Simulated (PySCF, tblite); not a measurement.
**C4H5BCl2: dynamics, then NMR shifts on frames**

Aim: move C4H5BCl2 (`C=C/C=C\B(Cl)Cl`) away from its starting geometry and see how NMR shifts follow the geometry.

The runs use tblite 0.8.0 and PySCF 2.14.0, with density-fitted response routines of our own; the level of theory stands in each step. All values are computed, except where a source is named. Atoms are numbered from 0 throughout.

### 1 The molecule as given

12 atoms, charge 0, multiplicity 1; geometry from: GFN2-xTB.

Bonds of the start (Å): C0–C1 1.33, C1–C2 1.44, C2–C3 1.35, C3–B4 1.54, B4–Cl5 1.73, B4–Cl6 1.72, C0–H7 1.08, C0–H8 1.08, C1–H9 1.08, C2–H10 1.09, C3–H11 1.09.

### 2 Thermal motion with GFN2-xTB

The job: settings as JSON, then the geometry in Å.

```
{"job": {"kind": "md", "xc": "GFN2-xTB", "basis": "xTB", "temperature": 300, "steps": 2000, "every": 50, "frames": 5}, "charge": 0, "multiplicity": 1}
C     -2.286744     0.258881    -0.620802
C     -0.976262     0.356001    -0.396517
C     -0.246676    -0.659716     0.315314
C      1.075308    -0.675439     0.595405
B      2.190891     0.335609     0.263248
Cl     3.797997    -0.033085     0.801085
Cl     1.995542     1.814018    -0.602510
H     -2.830920     1.019722    -1.152999
H     -2.857851    -0.589466    -0.278120
H     -0.425033     1.213243    -0.749487
H     -0.851729    -1.495255     0.652131
H      1.416676    -1.545197     1.147226
```

Method: GFN2-xTB Langevin dynamics, gas phase.

Command:

```console
$ OMP_NUM_THREADS=1 python probes_run.py task.json out
```

The driver reads the jobs from task.json and runs them one after another.

Standard output:

```text
t/fs     T/K      E/eV
    0.0   261.5   -583.71165
   25.0   193.9   -583.37265
   50.0   207.2   -583.23103
   75.0   304.5   -583.45401
  100.0   221.5   -583.42349
  125.0   179.8   -583.34928
  150.0   228.5   -583.44964
  175.0   289.5   -583.37432
  200.0   269.9   -583.40782
  225.0   255.2   -583.25563
  250.0   204.2   -583.41390
  275.0   284.9   -583.46826
  300.0   250.2   -583.23681
  325.0   310.9   -583.32500
  350.0   295.1   -583.38347
  375.0   222.7   -583.41456
  400.0   331.9   -583.45535
  425.0   291.3   -583.42842
  450.0   303.5   -583.25376
  475.0   236.9   -583.20906
  500.0   314.2   -583.30978
  525.0   339.6   -583.38430
  550.0   226.7   -583.33982
  575.0   285.7   -583.42054
  600.0   283.0   -583.42586
  625.0   299.6   -583.46067
  650.0   327.5   -583.44904
  675.0   353.9   -583.40421
  700.0   421.6   -583.27001
  725.0   426.4   -583.26620
  750.0   239.0   -583.32459
  775.0   233.5   -583.39324
  800.0   242.8   -583.37872
  825.0   161.4   -583.14719
  850.0   272.9   -583.28516
  875.0   299.3   -583.44055
  900.0   243.7   -583.31606
  925.0   376.0   -583.39166
  950.0   324.8   -583.30940
  975.0   354.5   -583.26870
 1000.0   276.3   -583.34746
```

It took 16 s on 1 thread of Intel Xeon Platinum 8488C, shared host; peak memory 0.18 GiB.

Distance from the start (root mean square after alignment): 0 fs 0.00 Å, 200 fs 0.21 Å, 400 fs 0.35 Å, 600 fs 0.25 Å, 800 fs 0.25 Å, 1000 fs 0.18 Å.

Positions (Å) and forces (eV/Å) at 1000 fs:

```xyz
12

C    -2.971   -0.659    1.085    1.231    2.170   -0.474
C    -1.744   -0.152    0.835    0.159   -1.131   -0.432
C    -0.595   -1.006    1.091   -0.098   -0.292    0.694
C     0.724   -0.927    0.802   -0.204   -0.314    0.155
B     1.622    0.082    0.149   -0.863    1.722   -1.028
Cl    3.241   -0.165   -0.150    1.001   -0.347    0.025
Cl    1.005    1.633   -0.529   -0.016   -0.384    0.307
H    -3.881   -0.121    0.932   -0.148    0.217   -0.292
H    -3.045   -1.533    1.626   -0.215   -1.683    0.829
H    -1.522    0.729    0.260   -0.317    0.283    0.111
H    -0.815   -1.895    1.681   -0.437   -0.003   -0.171
H     1.304   -1.794    1.090   -0.093   -0.237    0.275
```

### 3 Nuclear shieldings: 250 fs, PBE0/pcSseg-1

The job: settings as JSON, then the geometry in Å.

```
{"job": {"kind": "nmr", "xc": "PBE0", "basis": "pcSseg-1", "pop": false}, "charge": 0, "multiplicity": 1}
C     -2.492200     0.416800    -0.226400
C     -1.156800     0.183600    -0.266700
C     -0.507300    -0.471100     0.882000
C      0.802000    -0.452500     1.057100
B      1.839600     0.474800     0.332500
Cl     3.478400    -0.024600     0.399400
Cl     1.622600     2.013700    -0.339100
H     -3.036300     0.935200    -0.984400
H     -3.056700     0.240400     0.665700
H     -0.620700     0.378300    -1.195100
H     -1.205600    -1.012000     1.546300
H      1.276300    -1.170900     1.753800
```

Method: GIAO PBE0/pcSseg-1 NMR shielding, non-relativistic, gas phase.

Standard output:

```text
coarse grid: 11784 points
cycle   1  E = -1100.0587217267  dE =  9.067e-01  |g| = 3.490e-01  |ddm| = 3.238e+00
cycle   2  E = -1100.0620033081  dE = -3.282e-03  |g| = 3.515e-01  |ddm| = 6.356e-01
cycle   3  E = -1100.0928113411  dE = -3.081e-02  |g| = 4.228e-02  |ddm| = 3.086e-01
cycle   4  E = -1100.0930980210  dE = -2.867e-04  |g| = 2.935e-02  |ddm| = 7.216e-02
cycle   5  E = -1100.0933136426  dE = -2.156e-04  |g| = 9.796e-03  |ddm| = 3.232e-02
cycle   6  E = -1100.0933378156  dE = -2.417e-05  |g| = 1.634e-03  |ddm| = 9.292e-03
cycle   7  E = -1100.0933384422  dE = -6.266e-07  |g| = 7.243e-04  |ddm| = 2.078e-03
final grid: 106392 points
cycle   8  E = -1100.1305892837  dE = -3.602e-05  |g| = 6.863e-03  |ddm| = 3.215e-02
cycle   9  E = -1100.1305890909  dE =  1.927e-07  |g| = 6.483e-03  |ddm| = 1.201e-02
cycle  10  E = -1100.1306004587  dE = -1.137e-05  |g| = 9.258e-04  |ddm| = 6.455e-03
cycle  11  E = -1100.1306006225  dE = -1.637e-07  |g| = 3.857e-04  |ddm| = 1.177e-03
cycle  12  E = -1100.1306006603  dE = -3.780e-08  |g| = 7.550e-05  |ddm| = 3.543e-04
cycle  13  E = -1100.1306006615  dE = -1.272e-09  |g| = 2.466e-05  |ddm| = 9.404e-05
cycle  14  E = -1100.1306006617  dE = -1.469e-10  |g| = 8.696e-06  |ddm| = 2.976e-05
converged SCF energy = -1100.1306006617

GIAO shielding tensors (ppm)
atom      isotropic    diamagn.    paramagn.     s11        s22        s33       span
  0 C       45.690     252.927    -207.238    -71.851     47.157    161.764    233.615
  1 C       32.874     255.243    -222.369    -91.015     38.794    150.843    241.857
  2 C       25.143     253.945    -228.802    -83.713     23.296    135.846    219.559
  3 C       48.440     257.062    -208.621    -49.531     51.536    143.316    192.848
  4 B       48.619     187.448    -138.829     18.050     34.846     92.962     74.912
  5 Cl     646.840    1146.480    -499.639    379.996    711.870    848.656    468.660
  6 Cl     685.289    1147.959    -462.669    434.812    705.091    915.966    481.154
  7 H       25.697      29.808      -4.110     22.189     25.817     29.086      6.897
  8 H       25.865      30.701      -4.836     21.845     25.731     30.019      8.173
  9 H       24.095      32.215      -8.120     19.288     22.983     30.014     10.726
 10 H       24.103      30.817      -6.715     21.594     23.669     27.044      5.450
 11 H       24.992      29.539      -4.547     22.833     23.153     28.990      6.157
```

Wall time 17 s (1 thread of Intel Xeon Platinum 8488C, shared host); peak memory 0.72 GiB.

Shifts follow as δ = σ(reference) − σ, with reference shieldings (ppm) from runs at the same level and on the same kind of geometry: ¹H TMS 31.72, ¹³C TMS 186.9, ¹¹B BF3·OEt2 100.1, ³⁵Cl HCl 950. The references are single molecules in the gas phase. Each atom is listed at this fixed geometry, with no averaging over motion; a spectrum would average atoms that exchange fast.

```csv
atoms,environment,σ (ppm),δ (ppm)
C2,alkene CH,25.1,161.8
C1,alkene CH,32.9,154.1
C0,terminal =CH2 carbon,45.7,141.2
C3,alkene CH,48.4,138.5
H9,hydrogen on an alkene CH,24.09,7.62
H10,hydrogen on an alkene CH,24.10,7.61
H11,hydrogen on an alkene CH,24.99,6.72
H7,hydrogen on a terminal =CH2 carbon,25.70,6.02
H8,hydrogen on a terminal =CH2 carbon,25.86,5.85
B4,"boron bonded to C, 2 Cl",48.6,51.4
Cl5,chlorine bonded to B,647,303
Cl6,chlorine bonded to B,685,264
```

### 4 Nuclear shieldings: 425 fs, PBE0/pcSseg-1

The job: settings as JSON, then the geometry in Å.

```
{"job": {"kind": "nmr", "xc": "PBE0", "basis": "pcSseg-1", "pop": false}, "charge": 0, "multiplicity": 1}
C     -2.605500     0.453800     0.610400
C     -1.403300     0.080400     0.176200
C     -0.587600    -0.646100     1.167300
C      0.761400    -0.613900     1.074000
B      1.711500     0.246100     0.253600
Cl     3.363100    -0.174400     0.339500
Cl     1.385400     1.630600    -0.708900
H     -3.263600     1.047700     0.007600
H     -2.922000     0.146400     1.582200
H     -0.941100     0.296900    -0.795500
H     -1.129500    -1.187500     1.941700
H      1.382400    -1.191100     1.773000
```

Level: GIAO PBE0/pcSseg-1 NMR shielding, non-relativistic, gas phase.

Standard output:

```text
coarse grid: 11784 points
cycle   1  E = -1100.0587438460  dE =  9.362e-01  |g| = 3.535e-01  |ddm| = 3.229e+00
cycle   2  E = -1100.0635894418  dE = -4.846e-03  |g| = 3.489e-01  |ddm| = 6.315e-01
cycle   3  E = -1100.0935856929  dE = -3.000e-02  |g| = 3.595e-02  |ddm| = 2.912e-01
cycle   4  E = -1100.0938138006  dE = -2.281e-04  |g| = 2.121e-02  |ddm| = 5.063e-02
cycle   5  E = -1100.0939157667  dE = -1.020e-04  |g| = 7.165e-03  |ddm| = 2.251e-02
cycle   6  E = -1100.0939290628  dE = -1.330e-05  |g| = 1.797e-03  |ddm| = 7.718e-03
cycle   7  E = -1100.0939298193  dE = -7.565e-07  |g| = 5.758e-04  |ddm| = 1.715e-03
final grid: 106392 points
cycle   8  E = -1100.1316902957  dE = -3.231e-05  |g| = 6.667e-03  |ddm| = 2.881e-02
cycle   9  E = -1100.1316899129  dE =  3.828e-07  |g| = 6.357e-03  |ddm| = 1.196e-02
cycle  10  E = -1100.1317009244  dE = -1.101e-05  |g| = 9.071e-04  |ddm| = 6.661e-03
cycle  11  E = -1100.1317010804  dE = -1.560e-07  |g| = 2.990e-04  |ddm| = 1.132e-03
cycle  12  E = -1100.1317011024  dE = -2.202e-08  |g| = 7.371e-05  |ddm| = 2.643e-04
cycle  13  E = -1100.1317011037  dE = -1.280e-09  |g| = 1.944e-05  |ddm| = 7.659e-05
cycle  14  E = -1100.1317011038  dE = -9.004e-11  |g| = 5.398e-06  |ddm| = 1.868e-05
converged SCF energy = -1100.1317011038

GIAO shielding tensors (ppm)
atom      isotropic    diamagn.    paramagn.     s11        s22        s33       span
  0 C       51.676     254.119    -202.443    -63.515     58.325    160.217    223.732
  1 C       34.130     255.563    -221.433    -86.338     33.742    154.985    241.323
  2 C       14.578     255.501    -240.922    -99.800     12.216    131.319    231.119
  3 C       49.576     255.513    -205.937    -48.659     48.953    148.434    197.093
  4 B       50.786     189.260    -138.473     21.964     39.153     91.243     69.279
  5 Cl     653.460    1147.016    -493.556    412.815    718.310    829.256    416.441
  6 Cl     696.664    1148.622    -451.958    457.184    718.481    914.327    457.143
  7 H       25.848      29.726      -3.878     22.453     25.454     29.636      7.182
  8 H       25.764      30.565      -4.801     21.796     25.421     30.074      8.278
  9 H       23.264      31.868      -8.604     18.697     21.626     29.467     10.770
 10 H       23.960      31.338      -7.378     20.741     23.783     27.357      6.616
 11 H       25.096      29.843      -4.747     22.306     22.585     30.398      8.092
```

Run time: 15 s. Hardware: 1 thread of Intel Xeon Platinum 8488C, shared host; peak memory 0.75 GiB.

This run: δ C2 172.3, C1 152.8, C3 137.3, C0 135.2, H9 8.45, H10 7.76 ppm.

### 5 NMR shieldings: 625 fs, PBE0/pcSseg-1

The job: settings as JSON, then the geometry in Å.

```
{"job": {"kind": "nmr", "xc": "PBE0", "basis": "pcSseg-1", "pop": false}, "charge": 0, "multiplicity": 1}
C     -2.831500    -0.224100     0.739200
C     -1.553800     0.110500     0.803700
C     -0.609200    -0.883500     1.189500
C      0.745600    -0.926500     1.051700
B      1.694900     0.048400     0.271100
Cl     3.448800    -0.139100     0.321100
Cl     1.074200     1.193600    -0.824500
H     -3.647500     0.355900     0.437900
H     -3.193300    -1.162700     1.127700
H     -1.192000     1.021200     0.330100
H     -1.042200    -1.688700     1.761500
H      1.148500    -1.767300     1.520900
```

Level: GIAO PBE0/pcSseg-1 NMR shielding, non-relativistic, gas phase.

Standard output:

```text
coarse grid: 11784 points
cycle   1  E = -1100.0600843124  dE =  9.398e-01  |g| = 3.569e-01  |ddm| = 3.257e+00
cycle   2  E = -1100.0611826837  dE = -1.098e-03  |g| = 3.700e-01  |ddm| = 6.451e-01
cycle   3  E = -1100.0956106007  dE = -3.443e-02  |g| = 5.032e-02  |ddm| = 3.263e-01
cycle   4  E = -1100.0960444193  dE = -4.338e-04  |g| = 3.466e-02  |ddm| = 8.420e-02
cycle   5  E = -1100.0963523937  dE = -3.080e-04  |g| = 1.058e-02  |ddm| = 3.542e-02
cycle   6  E = -1100.0963802246  dE = -2.783e-05  |g| = 1.774e-03  |ddm| = 1.005e-02
cycle   7  E = -1100.0963809527  dE = -7.281e-07  |g| = 9.183e-04  |ddm| = 2.494e-03
final grid: 106392 points
cycle   8  E = -1100.1338147889  dE = -3.523e-05  |g| = 6.859e-03  |ddm| = 2.977e-02
cycle   9  E = -1100.1338141740  dE =  6.149e-07  |g| = 6.648e-03  |ddm| = 1.191e-02
cycle  10  E = -1100.1338260833  dE = -1.191e-05  |g| = 1.109e-03  |ddm| = 6.611e-03
cycle  11  E = -1100.1338263320  dE = -2.487e-07  |g| = 4.875e-04  |ddm| = 1.412e-03
cycle  12  E = -1100.1338263949  dE = -6.283e-08  |g| = 7.999e-05  |ddm| = 4.516e-04
cycle  13  E = -1100.1338263963  dE = -1.460e-09  |g| = 2.369e-05  |ddm| = 1.030e-04
cycle  14  E = -1100.1338263965  dE = -1.410e-10  |g| = 8.319e-06  |ddm| = 2.557e-05
converged SCF energy = -1100.1338263965

GIAO shielding tensors (ppm)
atom      isotropic    diamagn.    paramagn.     s11        s22        s33       span
  0 C       49.498     251.152    -201.653    -54.816     39.988    163.323    218.139
  1 C       47.599     255.371    -207.772    -63.751     34.870    171.679    235.430
  2 C       17.994     253.957    -235.963   -100.107     17.710    136.380    236.487
  3 C       51.918     256.742    -204.824    -55.479     50.350    160.883    216.362
  4 B       48.784     191.168    -142.385     21.859     36.785     87.707     65.848
  5 Cl     685.643    1146.501    -460.858    417.940    778.185    860.805    442.865
  6 Cl     681.068    1149.648    -468.580    443.360    698.376    901.469    458.108
  7 H       26.104      30.298      -4.194     23.572     25.869     28.872      5.300
  8 H       26.004      29.988      -3.984     23.122     25.463     29.426      6.304
  9 H       23.390      31.915      -8.526     19.016     20.400     30.754     11.738
 10 H       24.478      31.425      -6.947     21.369     22.947     29.118      7.749
 11 H       26.074      31.068      -4.994     23.140     24.031     31.050      7.909
```

Run time: 15 s. Hardware: 1 thread of Intel Xeon Platinum 8488C, shared host; peak memory 0.75 GiB.

This run: δ C2 168.9, C1 139.3, C0 137.4, C3 135.0, H9 8.33, H10 7.24 ppm.

### 6 Shielding tensors: 800 fs, PBE0/pcSseg-1

The job: settings as JSON, then the geometry in Å.

```
{"job": {"kind": "nmr", "xc": "PBE0", "basis": "pcSseg-1", "pop": false}, "charge": 0, "multiplicity": 1}
C     -2.888500     0.208800     0.542300
C     -1.615900     0.024100     0.169900
C     -0.703200    -0.631800     1.100800
C      0.635200    -0.563000     1.054900
B      1.543300     0.191900     0.056200
Cl     3.251100    -0.073100    -0.242500
Cl     0.940700     1.434800    -0.976600
H     -3.638100     0.763800     0.053700
H     -3.124600    -0.322100     1.448800
H     -1.297700     0.419300    -0.796700
H     -1.130600    -1.140800     1.993800
H      1.123200    -1.237200     1.799300
```

Method: GIAO PBE0/pcSseg-1 NMR shielding, non-relativistic, gas phase.

Standard output:

```text
coarse grid: 11784 points
cycle   1  E = -1100.0571658255  dE =  8.741e-01  |g| = 3.582e-01  |ddm| = 3.228e+00
cycle   2  E = -1100.0588155373  dE = -1.650e-03  |g| = 3.698e-01  |ddm| = 6.509e-01
cycle   3  E = -1100.0928582878  dE = -3.404e-02  |g| = 5.038e-02  |ddm| = 3.257e-01
cycle   4  E = -1100.0932652977  dE = -4.070e-04  |g| = 3.606e-02  |ddm| = 8.484e-02
cycle   5  E = -1100.0936087345  dE = -3.434e-04  |g| = 9.601e-03  |ddm| = 3.587e-02
cycle   6  E = -1100.0936315455  dE = -2.281e-05  |g| = 1.608e-03  |ddm| = 9.090e-03
cycle   7  E = -1100.0936321630  dE = -6.175e-07  |g| = 7.160e-04  |ddm| = 2.118e-03
final grid: 106392 points
cycle   8  E = -1100.1316574393  dE = -3.110e-05  |g| = 6.521e-03  |ddm| = 2.571e-02
cycle   9  E = -1100.1316566267  dE =  8.126e-07  |g| = 6.388e-03  |ddm| = 1.149e-02
cycle  10  E = -1100.1316678756  dE = -1.125e-05  |g| = 9.134e-04  |ddm| = 6.428e-03
cycle  11  E = -1100.1316680298  dE = -1.541e-07  |g| = 3.712e-04  |ddm| = 1.124e-03
cycle  12  E = -1100.1316680638  dE = -3.408e-08  |g| = 6.891e-05  |ddm| = 3.040e-04
cycle  13  E = -1100.1316680649  dE = -1.041e-09  |g| = 2.231e-05  |ddm| = 8.455e-05
cycle  14  E = -1100.1316680650  dE = -1.196e-10  |g| = 8.552e-06  |ddm| = 2.754e-05
converged SCF energy = -1100.1316680650

GIAO shielding tensors (ppm)
atom      isotropic    diamagn.    paramagn.     s11        s22        s33       span
  0 C       45.814     253.789    -207.974    -74.938     53.504    158.877    233.815
  1 C       37.487     255.011    -217.524    -87.514     34.889    165.086    252.599
  2 C       15.813     255.495    -239.682   -102.426     22.252    127.613    230.040
  3 C       53.657     256.430    -202.773    -47.509     51.084    157.396    204.906
  4 B       48.853     190.485    -141.632     20.048     38.257     88.254     68.206
  5 Cl     670.678    1146.721    -476.043    409.248    765.795    836.991    427.743
  6 Cl     645.777    1149.428    -503.651    405.631    677.722    853.978    448.347
  7 H       25.519      30.218      -4.699     21.793     25.824     28.941      7.148
  8 H       25.832      30.009      -4.176     21.466     25.165     30.866      9.399
  9 H       22.976      32.090      -9.113     17.927     19.402     31.600     13.673
 10 H       23.781      30.403      -6.622     21.021     22.584     27.738      6.717
 11 H       25.161      28.697      -3.535     22.500     24.178     28.806      6.306
```

Wall time 15 s (1 thread of Intel Xeon Platinum 8488C, shared host); peak memory 0.75 GiB.

Key values: δ C2 171.1, C1 149.4, C0 141.1, C3 133.3, H9 8.74, H10 7.94 ppm.

### 7 Shielding tensors: 1000 fs, PBE0/pcSseg-1

The job: settings as JSON, then the geometry in Å.

```
{"job": {"kind": "nmr", "xc": "PBE0", "basis": "pcSseg-1", "pop": false}, "charge": 0, "multiplicity": 1}
C     -2.971100    -0.659400     1.085200
C     -1.744100    -0.151600     0.835300
C     -0.594700    -1.005900     1.090900
C      0.724300    -0.926900     0.801900
B      1.621600     0.082100     0.148700
Cl     3.240700    -0.164900    -0.149600
Cl     1.005300     1.633500    -0.529400
H     -3.881500    -0.121400     0.932200
H     -3.044500    -1.533100     1.625900
H     -1.521800     0.729200     0.260100
H     -0.815000    -1.894700     1.680900
H      1.304300    -1.794300     1.089700
```

Method: GIAO PBE0/pcSseg-1 NMR shielding, non-relativistic, gas phase.

Standard output:

```text
coarse grid: 11784 points
cycle   1  E = -1100.0589765431  dE =  9.349e-01  |g| = 3.437e-01  |ddm| = 3.283e+00
cycle   2  E = -1100.0644067918  dE = -5.430e-03  |g| = 3.376e-01  |ddm| = 6.421e-01
cycle   3  E = -1100.0923449563  dE = -2.794e-02  |g| = 3.514e-02  |ddm| = 2.924e-01
cycle   4  E = -1100.0925921625  dE = -2.472e-04  |g| = 1.716e-02  |ddm| = 4.776e-02
cycle   5  E = -1100.0926626197  dE = -7.046e-05  |g| = 4.372e-03  |ddm| = 1.829e-02
cycle   6  E = -1100.0926665643  dE = -3.945e-06  |g| = 2.634e-03  |ddm| = 6.947e-03
final grid: 106392 points
cycle   7  E = -1100.1305642300  dE = -2.987e-05  |g| = 8.778e-03  |ddm| = 3.098e-02
cycle   8  E = -1100.1305409869  dE =  2.324e-05  |g| = 1.232e-02  |ddm| = 1.850e-02
cycle   9  E = -1100.1305823626  dE = -4.138e-05  |g| = 2.613e-03  |ddm| = 1.249e-02
cycle  10  E = -1100.1305841744  dE = -1.812e-06  |g| = 3.717e-04  |ddm| = 2.469e-03
cycle  11  E = -1100.1305842031  dE = -2.869e-08  |g| = 1.289e-04  |ddm| = 4.565e-04
cycle  12  E = -1100.1305842070  dE = -3.908e-09  |g| = 4.516e-05  |ddm| = 1.352e-04
cycle  13  E = -1100.1305842075  dE = -5.311e-10  |g| = 9.813e-06  |ddm| = 4.513e-05
converged SCF energy = -1100.1305842075

GIAO shielding tensors (ppm)
atom      isotropic    diamagn.    paramagn.     s11        s22        s33       span
  0 C       45.262     252.227    -206.965    -70.324     43.399    162.710    233.034
  1 C       40.295     255.144    -214.848    -74.312     24.768    170.430    244.742
  2 C       16.233     252.938    -236.705    -93.464      5.582    136.580    230.043
  3 C       55.774     256.652    -200.878    -48.813     59.807    156.327    205.140
  4 B       51.552     191.526    -139.974     20.529     46.543     87.583     67.054
  5 Cl     681.608    1147.462    -465.854    453.470    715.736    875.617    422.147
  6 Cl     695.105    1149.277    -454.172    419.821    798.681    866.812    446.991
  7 H       25.545      29.028      -3.483     22.475     25.308     28.851      6.376
  8 H       26.219      31.316      -5.096     21.543     26.645     30.470      8.927
  9 H       23.516      32.397      -8.881     20.196     20.376     29.975      9.779
 10 H       24.417      30.867      -6.450     21.690     21.895     29.666      7.975
 11 H       25.568      30.187      -4.619     22.554     23.121     31.029      8.475
```

It took 16 s on 1 thread of Intel Xeon Platinum 8488C, shared host; peak memory 0.75 GiB.

In short: δ C2 170.7, C1 146.6, C0 141.7, C3 131.2, H9 8.20, H10 7.30 ppm.

### 8 Comparing the runs: NMR shifts

Shifts (ppm) of some atoms, chosen among heavy atoms and hydrogens apart, with basis size and wall time:

```csv
frame,C2,C1,C3,H9,H11,Cl5,Cl6,functions,time
250 fs,161.8,154.1,138.5,7.62,6.72,303,264,158,17 s
425 fs,172.3,152.8,137.3,8.45,6.62,296,253,158,15 s
625 fs,168.9,139.3,135.0,8.33,5.64,264,269,158,15 s
800 fs,171.1,149.4,133.3,8.74,6.56,279,304,158,15 s
1000 fs,170.7,146.6,131.2,8.20,6.15,268,255,158,16 s
```

### 9 Outcome

```
                                           quantity                             value
                                         thermostat                             300 K
                      mean temperature, second half                             300 K
            mean potential energy above the minimum                           0.36 eV
     ¹³C shifts against TMS (PBE0/pcSseg-1, 250 fs)    161.8, 154.1, 141.2, 138.5 ppm
      ¹H shifts against TMS (PBE0/pcSseg-1, 250 fs)  7.62, 7.61, 6.72, 6.02, 5.85 ppm
¹¹B shifts against BF3·OEt2 (PBE0/pcSseg-1, 250 fs)                          51.4 ppm
    ³⁵Cl shifts against HCl (PBE0/pcSseg-1, 250 fs)                      303, 264 ppm
                          range of the shift of Cl6                    253 to 304 ppm
```

What this shows: In the second half the potential energy averages 0.36 eV above the minimum; equipartition over 30 harmonic modes at 300 K would give 0.39 eV. With 12 atoms the temperature swings widely (161 to 426 K). Shifts at one fixed geometry are not the observed spectrum, which averages over the motion. In ppm, Cl6 moves most: its shift spreads over 51 ppm, from 253 (425 fs) to 304 (800 fs).
